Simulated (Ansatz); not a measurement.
# AlSe: ladder of basis sets in Python

Aim: a ladder of basis sets, for AlSe, run from a script.

Computed with Ansatz 0.2.0, driven from Python. The levels of theory stand in the script.

### Step 1. Starting point

Bond lengths: Al1–Se2 2.310 Å.

No structure file is read: the coordinates are typed or built in the script.

### Step 2. Script

The input, basis_alse.py:

```python
# -*- coding: utf-8 -*-
'''Basis-set convergence for AlSe.'''

import ansatz as az


def main():
    alse = (
        az.Crystal.molecule()
        .atom('Al', [0.0, 0.0, 0.0])
        .atom('Se', [0.0, 0.0, 2.31])
    )

    calc = (
        alse.calculation()
        .functional('B3LYP')
        .spin('collinear', total=1)
    )

    energies = {}
    for basis in ['cc-pVDZ', 'cc-pVTZ', 'cc-pVQZ']:
        summary = calc.basis(gaussian=basis).run(threads=1, backend='cpu').report
        size = summary['n_frozen'] + summary['n_occupied'][0] + summary['n_virtual'][0]
        energies[basis] = (summary['reference_energy_ev'] / 27.211386246, summary['free_energy_ev'] / 27.211386246)
        print(f'{basis:14s} {size:4d} orbitals  reference {energies[basis][0]:14.6f} Ha  total {energies[basis][1]:14.6f} Ha')

    last = energies['cc-pVQZ'][1]
    for basis, (_, total) in energies.items():
        print(f'{basis:14s} lies {27.211386 * (total - last):9.4f} eV above cc-pVQZ')


if __name__ == '__main__':
    main()
```

### Step 3. What the engine is handed

The engine receives this input (first run):

```yaml
crystal:
  periodic: [false, false, false]
  atoms:
    - { symbol: Al, position_ang: [0.0, 0.0, 0.0] }
    - { symbol: Se, position_ang: [0.0, 0.0, 2.31] }
basis:
  gaussian:
    orbitals: cc-pVDZ
hamiltonian:
  xc: b3lyp
magnetization:
  spin_polarized: true
  initial_magnetization: 1.0
```

### Step 4. Launch

Run with:

```bash
python basis_alse.py
```

The log of the run:

```text
cc-pVDZ          45 orbitals  reference   -2644.007831 Ha  total   -2644.007831 Ha
cc-pVTZ          77 orbitals  reference   -2644.089948 Ha  total   -2644.089948 Ha
cc-pVQZ         127 orbitals  reference   -2644.096830 Ha  total   -2644.096830 Ha
cc-pVDZ        lies    2.4218 eV above cc-pVQZ
cc-pVTZ        lies    0.1873 eV above cc-pVQZ
cc-pVQZ        lies    0.0000 eV above cc-pVQZ
```

Run time: 16 s. Hardware: 1 thread of Intel Xeon 6975P-C (Granite Rapids), shared host; peak memory 0.49 GiB.

### Step 5. What changed from run to run

The engine's inputs for the other runs:

Run 2, against run 1:

```diff
@@ -8 +8 @@
-    orbitals: cc-pVDZ
+    orbitals: cc-pVTZ
```

Run 3, against run 1:

```diff
@@ -8 +8 @@
-    orbitals: cc-pVDZ
+    orbitals: cc-pVQZ
```

### Step 6. Run by run

One row for each of the 3 runs:

| run | basis | energy (eV) | <S²> | SCF cycles | CPU time (s) |
| --- | --- | --- | --- | --- | --- |
| 1 | cc-pVDZ | -71947.1183 | 0.76 | 37 | 1.7 |
| 2 | cc-pVTZ | -71949.3528 | 0.76 | 45 | 3.7 |
| 3 | cc-pVQZ | -71949.5401 | 0.76 | 45 | 9.8 |

### Step 7. Summary of results

```
                           quantity              value
                      runs compared                  3
change of the total from set to set  -2.235, -0.187 eV
```

**Reading.** Against cc-pVDZ: cc-pVTZ -82.1 mHa and cc-pVQZ -89.0 mHa. The last step alone is -6.88 mHa. From the first set to the last the time grows from 1.7 to 9.8 s. Reading the output:
- The drop along the ladder measures the basis error, and is no property of the molecule.
- The geometry is a force-field or estimated start, not a minimum of this method, and the last set is no limit. Much of the fall in a total is atomic energy, which cancels in bond and reaction energies.
- The species is open-shell (spin multiplicity 2).
- b3lyp holds the VWN-RPA fit, as in Gaussian; the form of ORCA and Turbomole is b3lyp5.
- For Al to Cl the sets with a tight d function, cc-pV(X+d)Z, are usual.
- The spin state was assumed, and another may lie lower.
